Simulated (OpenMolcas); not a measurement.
# [GeH5]− (SMILES [H][Ge-]([H])([H])([H])[H]): levels of theory compared

We compute a comparison of 6 runs (HF/STO-3G, HF/3-21G, BLYP/def2-TZVPP, PBE0/def2-TZVPP, SVWN5/def2-TZVPP, TPSS/def2-TZVPP) of [GeH5]−. 

The calculation is run with OpenMolcas 26.06.

### Step 1. The structure to begin with

[GeH5]−: 6 atoms, total charge -1, spin state singlet. SMILES: `[H][Ge-]([H])([H])([H])[H]`. The Ge1–H6 distance was set to 3.331 Å, away from the relaxed value. At this shape a bond of the SMILES string is far longer than usual.

Bond lengths: Ge1–H2 1.762 Å, Ge1–H3 1.782 Å, Ge1–H4 1.515 Å, Ge1–H5 1.514 Å. Angles: H2–Ge1–H3 179.8°, H2–Ge1–H4 90.4°, H2–Ge1–H5 90.0°, H3–Ge1–H4 89.6°, H3–Ge1–H5 89.8°, H4–Ge1–H5 120.0°.

### Step 2. The energy at HF/STO-3G (run 1)

The input, coord.xyz:

```xyz
6

Ge     0.896240     1.579058     0.033855
H      0.872590     1.574368     1.795955
H      0.918070     1.589558    -1.747605
H      2.410970     1.591098     0.042935
H      0.129030     2.884228     0.027315
H     -0.746540    -1.317780    -0.016130
```

The input, calc.input:

```
* GeH5 Hartree-Fock
>>> EXPORT MOLCAS_PRINT=2

&GATEWAY
 BasLib
 $CurrDir
 Coord
 coord.xyz
 Basis
 STO-3G
 Group
 NoSym

&SEWARD

&SCF
 Charge
 -1
 Thresholds
 1e-10 1e-07 1e-07 1e-05
 PrOrbitals
 1 1
```

The basis set STO-3G is read from a file made from the Basis Set Exchange's data (not shown).

Launch:

```sh
$ export MOLCAS_MEM=1860
$ pymolcas calc.input > calc.log
```

Log:

```text
--- Start Module: gateway ---
[...]
--- Stop Module: gateway /rc=_RC_ALL_IS_WELL_ ---
--- Start Module: seward ---
[...]
      Basis functions           23
--- Stop Module: seward /rc=_RC_ALL_IS_WELL_ ---
--- Start Module: scf ---
[...]
       Convergence after  15 Iterations
[...]
::    Total SCF energy                              -2054.1354030606
[...]
      Total spin, S                                     0.0000000000
[...]
      Total electronic charge=   38.000000
      Total            charge=   -1.000000
[...]
      Dipole Moment (debye):
      Origin of the operator (angstrom)=    0.8848    1.5590    0.0330
                   X=  3.9103E+00               Y=  6.8852E+00               Z=  1.8842E-01           Total=  7.9203E+00
      Center of Charge (angstrom)
[...]
--- Stop Module: scf /rc=_RC_ALL_IS_WELL_ ---
[...]
```

Wall time 1.9 s (1 thread of Intel Xeon Platinum 8275CL at 3.00GHz (Skylake/Cascade Lake), shared host); peak memory 0.37 GiB.

### Step 3. A single-point energy at HF/3-21G (run 2)

The input, run.inp:

```
&gateway
baslib=$CurrDir
coord
6
angstrom
Ge       0.896240       1.579058       0.033855
H        0.872590       1.574368       1.795955
H        0.918070       1.589558      -1.747605
H        2.410970       1.591098       0.042935
H        0.129030       2.884228       0.027315
H       -0.746540      -1.317780      -0.016130
basis=3-21G
group=NoSym
&seward
&scf
charge=-1
thresholds=1e-10 1e-07 1e-07 1e-05
prorbitals=1
```

The basis set 3-21G is read from a file made from the Basis Set Exchange's data (not shown).

Launch:

```sh
$ export MOLCAS_MEM=1860
$ pymolcas run.inp > run.log
```

Log:

```text
--- Start Module: gateway ---
[...]
--- Stop Module: gateway /rc=_RC_ALL_IS_WELL_ ---
--- Start Module: seward ---
[...]
      Basis functions           32
--- Stop Module: seward /rc=_RC_ALL_IS_WELL_ ---
--- Start Module: scf ---
[...]
       Convergence after  14 Iterations
[...]
::    Total SCF energy                              -2067.9803708657
[...]
      Total spin, S                                     0.0000000000
[...]
      Total electronic charge=   38.000000
      Total            charge=   -1.000000
[...]
      Dipole Moment (debye):
      Origin of the operator (angstrom)=    0.8848    1.5590    0.0330
                   X=  3.7387E+00               Y=  6.5831E+00               Z=  2.0206E-01           Total=  7.5734E+00
      Center of Charge (angstrom)
[...]
--- Stop Module: scf /rc=_RC_ALL_IS_WELL_ ---
[...]
```

Wall time 2.1 s (1 thread of Intel Xeon Platinum 8275CL at 3.00GHz (Skylake/Cascade Lake), shared host); peak memory 0.37 GiB.

### Step 4. The energy at BLYP/def2-TZVPP (run 3)

The input, input.xyz:

```xyz
6

Ge     0.896240     1.579058     0.033855
H      0.872590     1.574368     1.795955
H      0.918070     1.589558    -1.747605
H      2.410970     1.591098     0.042935
H      0.129030     2.884228     0.027315
H     -0.746540    -1.317780    -0.016130
```

The input, test.input:

```
>>> EXPORT MOLCAS_PRINT=2

&GATEWAY
  BasLib
  $CurrDir
  Coord
  input.xyz
  Basis
  def2-TZVPP
  Group
  NoSym

&SEWARD
  GridInput
  Grid=UltraFine
  End of Grid

&SCF
  Charge
  -1
  KSDFT
  BLYP
  Thresholds
  1e-10 1e-07 1e-07 1e-05
  PrOrbitals
  1 2
```

The basis set def2-TZVPP is read from a file made from the Basis Set Exchange's data (not shown).

Launch:

```sh
$ export MOLCAS_MEM=1860
$ pymolcas test.input > test.log
```

Log:

```text
--- Start Module: gateway ---
[...]
--- Stop Module: gateway /rc=_RC_ALL_IS_WELL_ ---
--- Start Module: seward ---
[...]
      Basis functions          118
--- Stop Module: seward /rc=_RC_ALL_IS_WELL_ ---
[...]
--- Start Module: scf ---
[...]
       Convergence after  30 Iterations
[...]
::    Total KS-DFT energy                           -2079.9001585098
[...]
      Total spin, S                                     0.0000000000
[...]
      Total electronic charge=   38.000000
      Total            charge=   -1.000000
[...]
      Dipole Moment (debye):
      Origin of the operator (angstrom)=    0.8848    1.5590    0.0330
                   X=  3.3563E+00               Y=  5.9128E+00               Z=  1.7348E-01           Total=  6.8012E+00
      Center of Charge (angstrom)
[...]
--- Stop Module: scf /rc=_RC_ALL_IS_WELL_ ---
[...]
```

Wall time 69 s (1 thread of Intel Xeon Platinum 8275CL at 3.00GHz (Skylake/Cascade Lake), shared host); peak memory 0.74 GiB.

Runs 4 to 5 aren't shown in full; the table further down has their settings and results.

### Step 5. A single-point energy at TPSS/def2-TZVPP (run 6)

The input, test.inp:

```
>>> EXPORT MOLCAS_PRINT=2

&GATEWAY
 BasLib=$CurrDir
 Coord
 6
 bohr
 Ge     1.69364814     2.98398715     0.06397668
 H      1.64895612     2.97512434     3.39386308
 H      1.73490086     3.00382928    -3.30249482
 H      4.55607299     3.00673946     0.08113539
 H      0.24383136     5.45040100     0.05161787
 H     -1.41075614    -2.49024329    -0.03048128
 Basis=def2-TZVPP
 Group=NoSym

&SEWARD
 GridInput
 Grid=UltraFine
 End of Grid

&SCF
 Charge=-1
 KSDFT=2
 1.0 MGGA_X_TPSS
 1.0 MGGA_C_TPSS
 Thresholds=1e-10 1e-07 1e-07 1e-05
 PrOrbitals=1 2
```

The basis set def2-TZVPP is read from a file made from the Basis Set Exchange's data (not shown).

Launch:

```sh
$ export MOLCAS_MEM=1860
$ pymolcas test.inp > test.log
```

Log:

```text
--- Start Module: gateway ---
[...]
--- Stop Module: gateway /rc=_RC_ALL_IS_WELL_ ---
--- Start Module: seward ---
[...]
      Basis functions          118
--- Stop Module: seward /rc=_RC_ALL_IS_WELL_ ---
[...]
--- Start Module: scf ---
[...]
       Convergence after  30 Iterations
[...]
::    Total KS-DFT energy                           -2079.8356089899
[...]
      Total spin, S                                     0.0000000000
[...]
      Total electronic charge=   38.000000
      Total            charge=   -1.000000
[...]
      Dipole Moment (debye):
      Origin of the operator (angstrom)=    0.8848    1.5590    0.0330
                   X=  3.5080E+00               Y=  6.1803E+00               Z=  1.7869E-01           Total=  7.1088E+00
      Center of Charge (angstrom)
[...]
--- Stop Module: scf /rc=_RC_ALL_IS_WELL_ ---
[...]
```

It took 96 s on 1 thread of Intel Xeon Platinum 8275CL at 3.00GHz (Skylake/Cascade Lake), shared host; peak memory 0.74 GiB.

### Step 6. The series

| run | level | integration grid | energy (Eh) | HOMO energy (eV) | LUMO energy (eV) | HOMO–LUMO gap (eV) | wall time |
| --- | --- | --- | --- | --- | --- | --- | --- |
| 1 | HF/STO-3G | – | -2054.135403 | 4.01 | 10.18 | 6.17 | 1.9 s |
| 2 | HF/3-21G | – | -2067.980371 | -1.26 | 5.69 | 6.95 | 2.1 s |
| 3 | BLYP/def2-TZVPP | UltraFine | -2079.900159 | 0.68 | 1.66 | 0.98 | 69 s |
| 4 | PBE0/def2-TZVPP | UltraFine | -2079.572580 | -0.15 | 2.18 | 2.33 | 50 s |
| 5 | SVWN5/def2-TZVPP | UltraFine | -2076.644234 | 0.57 | 1.53 | 0.96 | 50 s |
| 6 | TPSS/def2-TZVPP | UltraFine | -2079.835609 | 0.45 | 1.58 | 1.13 | 96 s |

### Step 7. What came out

| quantity | value |
| --- | --- |
| run 6: total energy | -2079.83561 Eh |
| run 6: HOMO energy | 0.45 eV |
| run 6: LUMO energy | 1.58 eV |
| run 6: HOMO–LUMO gap (to an unbound level, set by the basis) | 1.13 eV |

**Reading.** The HOMO–LUMO gap runs from 0.96 eV (SVWN5/def2-TZVPP) to 6.95 eV (HF/3-21G). The two ends differ in method and basis. The empty levels of an anion lie above zero and hang on the basis. Totals of different functionals can't be ranked against each other. In runs 1, 3, 5, 6 the HOMO lies above zero, so the outermost electron may be held by the basis alone. In run 1 the basis is minimal, so the values are rough. All runs together took 4.5 min, the longest 96 s.
